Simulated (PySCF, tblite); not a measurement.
**C6H8F2: geometry, infrared bands and NMR shifts**

What infrared bands and NMR shifts should C6H8F2 (`C=C1C[C@@H](CF)[C@@H]1F`) show?

The runs use tblite 0.8.0 and PySCF 2.14.0, with density-fitted response routines of our own; the level of theory stands in each step. All values are computed, except where a source is named. Atoms count from 0, in the outputs and in this text.

## Step 1: Starting geometry

16 atoms, charge 0, multiplicity 1; geometry from: force field or distance geometry start.

Bonds of the start (Å): C0–C1 1.32, C1–C2 1.53, C2–C3 1.55, C3–C4 1.51, C4–F5 1.37, C3–C6 1.55, C6–F7 1.36, C6–C1 1.53, C0–H8 1.09, C0–H9 1.09, C2–H10 1.10, C2–H11 1.09, C3–H12 1.11, C4–H13 1.09, C4–H14 1.10, C6–H15 1.08.

## Step 2: Geometry optimisation with GFN2-xTB

What the job is given:

```
{"job": {"kind": "relax", "xc": "GFN2-xTB", "basis": "xTB"}, "charge": 0, "multiplicity": 1}
C     -2.555200     0.319100     0.063600
C     -1.248600     0.127600     0.014800
C     -0.319200    -0.917800     0.643400
C      0.764700     0.169400     0.419200
C      2.117800    -0.328400    -0.024800
F      1.952600    -1.122900    -1.126000
C     -0.095400     0.858900    -0.666100
F     -0.067400     2.213400    -0.622900
H     -3.003300     1.153500    -0.466400
H     -3.211300    -0.343500     0.635000
H     -0.209100    -1.836800     0.058100
H     -0.505000    -1.179900     1.689700
H      0.885600     0.803100     1.326100
H      2.619200    -0.916800     0.741500
H      2.767800     0.514100    -0.310900
H      0.099200     0.495900    -1.667800
```

Started as:

```bash
$ OMP_NUM_THREADS=1 python probes_run.py task.json out
```

This one command runs all jobs of the session in turn.

**Question.** This job is followed by: GFN2-xTB harmonic vibrations, gas phase; GIAO PBE0/pcSseg-1 NMR shielding, non-relativistic, gas phase. What will the session give for the following? strongest single infrared mode (GFN2-xTB); zero-point energy (GFN2-xTB); 13C shifts against TMS (PBE0/pcSseg-1); 1H shifts against TMS (PBE0/pcSseg-1); 19F shifts against CFCl3 (PBE0/pcSseg-1); surface potential, 1st and 99th percentile.

As calculated:

```
                                 quantity                                               value
strongest single infrared mode (GFN2-xTB)                                1080 cm⁻¹, 50 km/mol
             zero-point energy (GFN2-xTB)                                       78.4 kcal/mol
   13C shifts against TMS (PBE0/pcSseg-1)            153.5, 118.9, 91.9, 84.8, 43.7, 25.6 ppm
    1H shifts against TMS (PBE0/pcSseg-1)  5.85, 5.61, 5.56, 4.97, 4.71, 2.69, 2.64, 2.37 ppm
 19F shifts against CFCl3 (PBE0/pcSseg-1)                                  -196.0, -267.6 ppm
    surface potential, 1st and 99th percentile                                  -1.05 V and 1.03 V
```

In words: Relaxing lowered the energy by 0.203 eV in 53 steps; the close pair that moved most is C1–C2, from 1.534 to 1.507 Å. All 42 modes are real, so the xTB geometry is a minimum. The strongest single mode, at 1080 cm⁻¹, is spread over many atoms; the largest shares are those of C6, C3. GFN2-xTB is a fitted tight-binding method: band positions and strengths are rough. Its intensities can rank the bands wrongly. The most deshielded carbon is C1 (fully substituted alkene carbon), at 153.5 ppm: as expected for a trigonal carbon in a double bond.
